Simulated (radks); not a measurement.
# The series with 23 electrons, Nb¹⁸⁺ to Ta⁵⁰⁺

An exercise on one series of results from a longer session: the logs are not shown, and one member is left open.

Program: radks (a radial shooting solver on a logarithmic mesh, Libxc functionals) version 1. Level of theory: Dirac Kohn-Sham, PBE, spin-unpolarised, spherical densities, point nucleus; open shells are shared between the two j in proportion to 2j + 1. These are calculated values, not measurements, unless marked.

### What is computed

* electrons: 23
* ions: Nb¹⁸⁺, Tc²⁰⁺, Rh²²⁺, Ag²⁴⁺, In²⁶⁺, Sb²⁸⁺, I³⁰⁺, Cs³²⁺, La³⁴⁺, Pr³⁶⁺, Pm³⁸⁺, Eu⁴⁰⁺, Tb⁴²⁺, Ho⁴⁴⁺, Tm⁴⁶⁺, Lu⁴⁸⁺, Ta⁵⁰⁺
* configuration: [Ar] 3d5

Outer shells as boxes (Hund's rule):

[Ar] 3d5
```
[Ar] core
3d [↑ ][↑ ][↑ ][↑ ][↑ ]
```

The first run:

Settings of this run:

```text
Z 41
configuration [Ar] 3d5 4s0 4p0
relativity Dirac
functional pbe,pbe
spin unpolarised
j_filling average
nucleus point
c 137.035999084
```

Steps of the session up to this table: Nb¹⁸⁺; Tc²⁰⁺; Rh²²⁺; Ag²⁴⁺; In²⁶⁺; Sb²⁸⁺; I³⁰⁺; Cs³²⁺; La³⁴⁺; Pr³⁶⁺; Pm³⁸⁺; Eu⁴⁰⁺; Tb⁴²⁺; Ho⁴⁴⁺; Tm⁴⁶⁺; Lu⁴⁸⁺; Ta⁵⁰⁺.

One of the session's tables, all rows but one given; the rest of the session is left out.

| ion | E (hartree) | ε(3d3/2) (eV) | ε(3d5/2) (eV) | ε(4s1/2, empty) (eV) | ε(4p1/2, empty) (eV) |
| --- | --- | --- | --- | --- | --- |
| Nb¹⁸⁺ | -3654.92751 | -727.61 | -723.87 | -436.88 | -406.77 |
| Tc²⁰⁺ | -4072.96998 | -872.18 | -867.31 | -522.06 | -488.80 |
| Rh²²⁺ | -4515.27619 | -1029.2 | -1022.9 | -614.64 | -578.19 |
| Ag²⁴⁺ | -4982.12524 | -1198.6 | -1190.7 | -714.66 | -674.99 |
| In²⁶⁺ | -5473.81796 | -1380.4 | -1370.6 | -822.19 | -779.26 |
| Sb²⁸⁺ | -5990.67812 | -1574.7 | -1562.7 | -937.31 | -891.07 |
| I³⁰⁺ | -6533.05373 | -1781.6 | -1766.9 | -1060.1 | -1010.5 |
| Cs³²⁺ | -7101.3186 | -2000.9 | -1983.3 | -1190.7 | -1137.7 |
| La³⁴⁺ | -7695.8743 | -2232.9 | -2211.7 | -1329.1 | -1272.6 |
| Pr³⁶⁺ | -8317.1516 | -2477.4 | -2452.4 | -1475.5 | -1415.5 |
| Pm³⁸⁺ | -8965.6136 | -2734.7 | -2705.1 | -1630.0 | -1566.4 |
| Eu⁴⁰⁺ | -9641.7575 | -3004.7 | -2970.0 | -1792.7 | -1725.5 |
| Tb⁴²⁺ | -10346.1179 | -3287.4 | -3247.1 | -1963.8 | -1892.9 |
| Ho⁴⁴⁺ | ? | ? | ? | ? | ? |
| Tm⁴⁶⁺ | -11841.8326 | -3891.5 | -3837.7 | -2331.7 | -2253.0 |
| Lu⁴⁸⁺ | -12634.4738 | -4212.9 | -4151.3 | -2528.8 | -2446.2 |
| Ta⁵⁰⁺ | -13457.9139 | -4547.4 | -4477.0 | -2734.9 | -2648.2 |

Q: Estimate the row for Ho⁴⁴⁺ from the others.

**Answer.** E (hartree): -11079.2699; ε(3d3/2) (eV): -3583.0; ε(3d5/2) (eV): -3536.3; ε(4s1/2, empty) (eV): -2143.4; ε(4p1/2, empty) (eV): -2068.6. In the column «E (hartree)» it lies between Tm⁴⁶⁺ (-11841.8326) and Tb⁴²⁺ (-10346.1179).

The configuration is held, so it need not be the ground state of every ion.
